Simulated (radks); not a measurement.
# Kr inside a hard spherical wall

One table from this session's results is given with a row withheld; the runs are named, their logs left out.

The numbers are computed with radks (a radial shooting solver on a logarithmic mesh, Libxc functionals) version 1 (scalar-relativistic Kohn-Sham, r2SCAN, spin-polarised, spherical densities, finite nucleus), except any that are marked as measured or tabulated.

**Starting point**

- element: krypton (Z = 36)
- charge: 0
- electrons: 36
- configuration: [Kr]
- nuclear rms radius: 4.1884 fm

Outer shells as boxes (Hund's rule):

Kr
```
[Ar] core
3d [↑↓][↑↓][↑↓][↑↓][↑↓]
4s [↑↓]
4p [↑↓][↑↓][↑↓]
```

The first run:

The run's settings:

```text
Z 36
configuration [Kr] 5s0 4d0 5p0
relativity scalar-relativistic
functional r2scan,r2scan
spin polarised
nucleus finite rms 4.1884 fm
c 137.035999084
```

Steps of the session up to this table: The free atom; Wall at 20 bohr; Wall at 15 bohr; Wall at 10 bohr; Wall at 8 bohr; Wall at 6 bohr; Wall at 5 bohr; Wall at 4 bohr; Wall at 3 bohr.

One of the session's tables, all rows but one given; the rest of the session is left out.

```
R (bohr)  E − E(free) (eV)
    free             0.000
      20            -0.000
      15             0.000
      10             0.000
       8             0.005
       6                 ?
       5             0.914
       4             5.340
       3            34.256
```

Estimate the missing values for R (bohr) = 6.

Worked estimate for «E − E(free) (eV)». A straight line through the neighbours (8, 0.005) and (5, 0.914) gives 0.005 + (0.914 − 0.005) × (6 − 8) / (5 − 8) = 0.611; a parabola fitted to 4 rows on both sides gives 0.579.

As computed: E − E(free) (eV): 0.163. In «E − E(free) (eV)» the line misses by +0.448 and the parabola by +0.416. Between these rows the values bend or scatter more than so simple an estimate can follow.

From R = 3 bohr inwards the highest occupied level lies above zero, pushed up by confinement. Shells are not refilled when levels cross, and a hard wall is a model, not a crystal.
